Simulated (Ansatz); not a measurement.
# BN (boron nitride) at UB3LYP/3-21G

What is the electronic atomisation energy of BN (boron nitride) at UB3LYP/3-21G? 

The calculation is run with Ansatz 0.2.0.

69 further runs of the same task are left out: 69 set aside as unsound or not needed.

### Step 1. The system as given

BN has 2 atoms, charge 0, and is taken as a triplet. SMILES: `B#N`. The shape is that of a PBE0-D4/def2-TZVP optimisation.

Bond lengths: B1–N2 1.315 Å.

### Step 2. The energy at UB3LYP/3-21G

The input, molecule.yaml:

```yaml
crystal:
  periodic: [false, false, false]
  atoms:
    - {symbol: B, position_ang: [-0.000000, -0.000000, -0.023520]}
    - {symbol: N, position_ang: [0.000000, 0.000000, 1.291950]}
basis:
  gaussian: {orbitals: 3-21G.json}
magnetization: {spin_polarized: true, initial_magnetization: 2}
hamiltonian: {xc: {name: B3LYP}}
accuracy: high
```

The basis set 3-21G is read from a file made from the Basis Set Exchange's data (not shown).

Run with:

```
$ ansatz run molecule.yaml --threads 1 --pin off --max-ram 3480MiB --events-out events.jsonl --progress --plain --runs-dir runs
```

Output:

```text
Warning: RAYON_NUM_THREADS=1 ignored (pool sized by the plan → 1); use --threads N
Functional definition: B3LYP
  name "B3LYP"
  parameter a0 = 0.2
  parameter ax = 0.72
  parameter ac = 0.81
  exchange = (1 - a0 - ax)*slater_x + ax*b88_x + a0*exact_x
  correlation = (1 - ac)*vwn_rpa_c + ac*lyp_c
392 factors; integrals over basis functions are off by at most 2.9e-9 eV
mean field evaluation 1: about -2146.1996 eV, gradient 2.4e1 eV
mean field evaluation 2: about -2123.3491 eV, gradient 6.6e1 eV
mean field evaluation 4: about -2148.8563 eV, gradient 5.1e-1 eV
mean field evaluation 8: about -2148.8617 eV, gradient 2.4e-2 eV
mean field evaluation 16: about -2148.8617 eV, gradient 2.5e-6 eV
mean field -2148.86167451 eV, -78.9692099875 hartree, gradient 2.5e-9 eV, S^2 2.001446; 1 other end points of the search recorded, 0 dependent functions left out
reference -2148.86169672 eV, -78.9692108038 hartree; 7, 5 occupied and 11, 13 virtual orbitals, 392 factors
Total energy: -2148.86169672 eV, -78.9692108038 hartree
```

It took 0.46 s on 1 thread of Intel Xeon 6975P-C (Granite Rapids), shared host.

### Step 3. The B atom, same level

The input, job.yaml:

```yaml
basis:
  gaussian:
    orbitals: 3-21G.json
crystal:
  periodic: [false, false, false]
  atoms:
    - {symbol: B, position_ang: [0.000000, 0.000000, 0.000000]}
accuracy: high
magnetization:
  spin_polarized: true
  initial_magnetization: 1
total_charge: 0
hamiltonian:
  xc: {name: B3LYP}
```

The basis set 3-21G is read from a file made from the Basis Set Exchange's data (not shown).

Run the same way, it converges to -24.51863 Eh (log not shown).

### Step 4. The N atom

The input, run.yaml:

```yaml
crystal:
  periodic: [false, false, false]
  atoms:
    - symbol: "N"
      position_ang: [0.000000, 0.000000, 0.000000]
basis:
  gaussian:
    orbitals: 3-21G.json
magnetization:
  spin_polarized: true
  initial_magnetization: 3
hamiltonian:
  xc: {name: B3LYP}
accuracy: high
```

The basis set 3-21G is read from a file made from the Basis Set Exchange's data (not shown).

Run the same way, it converges to -54.29546 Eh (log not shown).

### Step 5. Summary of results

Level: UB3LYP/3-21G.

| quantity | value |
| --- | --- |
| molecule: total energy | -78.96921 Eh |
| molecule: ⟨S²⟩ | 2.001 |
| B atom: total energy | -24.51863 Eh |
| B atom: ⟨S²⟩ | 0.750 |
| N atom: total energy | -54.29546 Eh |
| N atom: ⟨S²⟩ | 3.751 |
| electronic atomisation energy | 4.221 eV |

Taking the molecule apart into free atoms costs 4.22 eV (407 kJ/mol), before zero-point energy and without spin-orbit coupling. The basis has no polarisation functions, which makes bonds too weak.
